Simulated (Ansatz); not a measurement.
# VRe: the cost of one run

Method: DFT, LDA, PAW with Ansatz's default frozen-core files, scalar-relativistic, in Ansatz 0.2.0.

1 further run of the same task is left out (it didn't finish).

## (1) Starting point

It takes space group Cmmm (No. 65, orthorhombic). Conventional cell: a = 3.030 Å, b = 4.373 Å, c = 4.231 Å, α = 90.00°, β = 90.00°, γ = 90.00°. V (site symmetry mmm) has 4 Re at 2.60 Å and 4 V at 2.66 Å as nearest neighbours. Re (site symmetry mmm) has 4 V at 2.60 Å and 4 Re at 2.66 Å as nearest neighbours.

As a file:

```
CELL_PARAMETERS angstrom
1.51485 -2.18667 0.00000
1.51485 2.18667 0.00000
0.00000 0.00000 4.23057
ATOMIC_POSITIONS crystal
V 0.50000 0.50000 0.50000
Re 0.00000 0.00000 0.00000
```

Whether this phase is the stable one at these pressures isn't tested.

Atoms are numbered in the order of the input: V1, Re2.

## (2) Shape and atoms relaxed at the given volume, PAW

The input, input.yaml:

```yaml
crystal:
  lattice:
    - [1.51484665, -2.1866679986, 0.0]
    - [1.51484665, 2.1866679986, 0.0]
    - [0.0, 0.0, 4.2305703037]
  atoms:
    - { symbol: V, position: [0.5, 0.5, 0.5] }
    - { symbol: Re, position: [0.0, 0.0, 0.0] }
kpoints:
  mp_grid: { grid: [14, 14, 9] }
scf:
  occupations: { method: fermi_dirac, width: 0.05 }
hamiltonian:
  xc: lda
  pseudopotentials: { kind: paw }
output:
  forces: true
  stress: true
relax:
  f_tol: 0.01
  max_steps: 30
  cell: { stress_tol: 0.05, fix: [volume] }
```

Started as:

```console
ansatz run input.yaml --threads 1 --pin off --max-ram 2048MiB --backend cpu --events-out ev --progress --plain --runs-dir out
```

Q: Estimate wall time and peak memory on 1 thread of Intel Xeon at 2.60GHz (Ice Lake), shared host.

About 27 s, with a peak of 0.5 GiB.
